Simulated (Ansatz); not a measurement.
**CAM-B3LYP/STO-3G run of IF (iodine monofluoride)**

What is the electronic atomisation energy of IF (iodine monofluoride) at CAM-B3LYP/STO-3G? 

Program for the calculation: Ansatz 0.2.0.

38 further runs of the same task are left out: 9 that didn't finish, 29 set aside as unsound or not needed.

**1. The molecule**

IF: 2 atoms, total charge 0, spin state singlet. As SMILES, `FI`. The bond length is the measured one.

Bond lengths: F1–I2 1.910 Å.

**2. The energy at CAM-B3LYP/STO-3G**

File job.yaml:

```yaml
crystal:
  periodic: [false, false, false]
  atoms:
    - symbol: F
      position_ang: [0.000000, 0.000000, 0.000000]
    - symbol: I
      position_ang: [0.000000, 0.000000, 1.909759]
basis:
  gaussian:
    orbitals: STO-3G
hamiltonian:
  xc: {name: CAM-B3LYP}
accuracy: high
```

Command:

```
ansatz run job.yaml --threads 1 --pin off --max-ram 2610MiB --events-out events.jsonl --progress --plain --runs-dir runs
```

The program printed:

```text
Warning: RAYON_NUM_THREADS=1 ignored (pool sized by the plan → 1); use --threads N
Functional definition: CAM-B3LYP
  name "CAM-B3LYP"
  parameter alpha = 0.19
  parameter beta = 0.46
  parameter omega = 0.33/bohr
  parameter ac = 0.81
  exchange = (1 - alpha - beta)*b88_x + beta*b88_x_sr(omega) + alpha*exact_x + beta*exact_x_lr(omega)
  correlation = (1 - ac)*vwn5_c + ac*lyp_c
414 factors; integrals over basis functions are off by at most 5.2e-9 eV
106 factors; integrals over basis functions are off by at most 8.5e-10 eV
mean field evaluation 1: about -189155.6529 eV, gradient 6.6e0 eV
mean field evaluation 2: about -189155.8474 eV, gradient 2.0e0 eV
mean field evaluation 4: about -189155.8684 eV, gradient 1.4e-2 eV
mean field evaluation 8: about -189155.8768 eV, gradient 9.8e-5 eV
mean field -189155.87675361 eV, -6951.3502562369 hartree, gradient 1.1e-8 eV, S^2 0.000000; 0 other end points of the search recorded, 0 dependent functions left out
reference -189155.87676316 eV, -6951.3502565880 hartree; 31, 31 occupied and 1, 1 virtual orbitals, 414 factors
Total energy: -189155.87676316 eV, -6951.3502565880 hartree
```

It took 1.3 s on 1 thread of Arm Neoverse V2, shared host; peak memory 0.096 GiB.

**3. The F atom, same level**

File in.yaml:

```yaml
crystal:
  periodic: [false, false, false]
  atoms:
    - {symbol: F, position_ang: [0.000000, 0.000000, 0.000000]}
basis:
  gaussian: {orbitals: STO-3G}
magnetization: {spin_polarized: true, initial_magnetization: 1}
hamiltonian: {xc: {name: CAM-B3LYP}}
accuracy: high
```

Run the same way, it converges to -98.23985 Eh (log not shown).

**4. The I atom**

File molecule.yaml:

```yaml
basis:
  gaussian:
    orbitals: STO-3G
crystal:
  periodic: [false, false, false]
  atoms:
    - {symbol: I, position_ang: [0.000000, 0.000000, 0.000000]}
accuracy: high
hamiltonian:
  xc: {name: CAM-B3LYP}
magnetization:
  spin_polarized: true
  initial_magnetization: 1
```

Run the same way, it converges to -6853.02549 Eh (log not shown).

**5. What came out**

At CAM-B3LYP/STO-3G:

```
                     quantity           value
       molecule: total energy  -6951.35026 Eh
         F atom: total energy    -98.23985 Eh
                 F atom: ⟨S²⟩           0.750
         I atom: total energy  -6853.02549 Eh
                 I atom: ⟨S²⟩           0.750
electronic atomisation energy        2.311 eV
```

In words: Taking the molecule apart into free atoms costs 2.31 eV (223 kJ/mol), before zero-point energy and without spin-orbit coupling. In a minimal basis such a difference can be off by several eV, whatever the method. Relativity is left out (molecule) although the molecule holds a heavy atom. Relativity is left out (I atom) although the molecule holds a heavy atom.
